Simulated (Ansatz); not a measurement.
# ZnCd3SO: the cost of one run

Program: Ansatz 0.2.0. Level of theory: DFT PBE, scalar-relativistic, plane waves, PAW. These are calculated values, not measurements.

## Step 1: Starting point

The structure is tetragonal, space group P4/mmm (No. 123). The conventional cell has a = 5.248 Å, b = 5.248 Å, c = 5.279 Å, α = 90.00°, β = 90.00°, γ = 90.00°. Zn (site symmetry 4/mmm) is surrounded by 6 Cd at 2.62 to 2.64 Å. Cd (site symmetry mmm) is surrounded by 2 Zn at 2.62 Å and 2 S at 2.62 Å. Cd (site symmetry 4/mmm) is surrounded by 2 Zn at 2.64 Å. S (site symmetry 4/mmm) has 4 Cd at 2.62 Å and 2 O at 2.64 Å as nearest neighbours. Around O (site symmetry 4/mmm) lie 2 S at 2.64 Å.

Structure file:

```xyz
6
Lattice="5.2482 0.0000 0.0000 0.0000 5.2482 0.0000 0.0000 0.0000 5.2792" Properties=species:S:1:pos:R:3 pbc="T T T"
Zn    0.0000    0.0000    2.6396
Cd    0.0000    2.6241    2.6396
Cd    2.6241    0.0000    2.6396
Cd    0.0000    0.0000    0.0000
S     2.6241    2.6241    2.6396
O     2.6241    2.6241    0.0000
```

A structure generator made this guess: random cell by space group and Wyckoff sites (P4/mmm, No. 123). Lengths come from tabulated atomic sizes and are only a guess.

## Step 2: The guess as it stands, on a coarse mesh

File input.yaml:

```yaml
crystal:
  lattice:
    - [5.24820921, 0.0, 0.0]
    - [0.0, 5.24820921, 0.0]
    - [0.0, 0.0, 5.27923527]
  atoms:
    - { symbol: Zn, position: [0.0, 0.0, 0.5] }
    - { symbol: Cd, position: [0.0, 0.5, 0.5] }
    - { symbol: Cd, position: [0.5, 0.0, 0.5] }
    - { symbol: Cd, position: [0.0, 0.0, 0.0] }
    - { symbol: S, position: [0.5, 0.5, 0.5] }
    - { symbol: O, position: [0.5, 0.5, 0.0] }
basis:
  ecutwfc: 420
kpoints:
  mp_grid: { grid: [4, 4, 4] }
hamiltonian:
  xc: pbe
scf:
  occupations: { method: gaussian, width: 0.1 }
  lower_state_search: "off"
output:
  forces: true
  stress: true
  eigenvalues: true
```

On the command line:

```sh
$ ansatz run input.yaml --threads 1 --pin off --max-ram 2560MiB --backend cpu --events-out ev --progress --plain --runs-dir out
```

What time and memory should one allow on 1 thread of Arm Neoverse V2, shared host?

About 8.1 s, with a peak of 0.43 GiB.
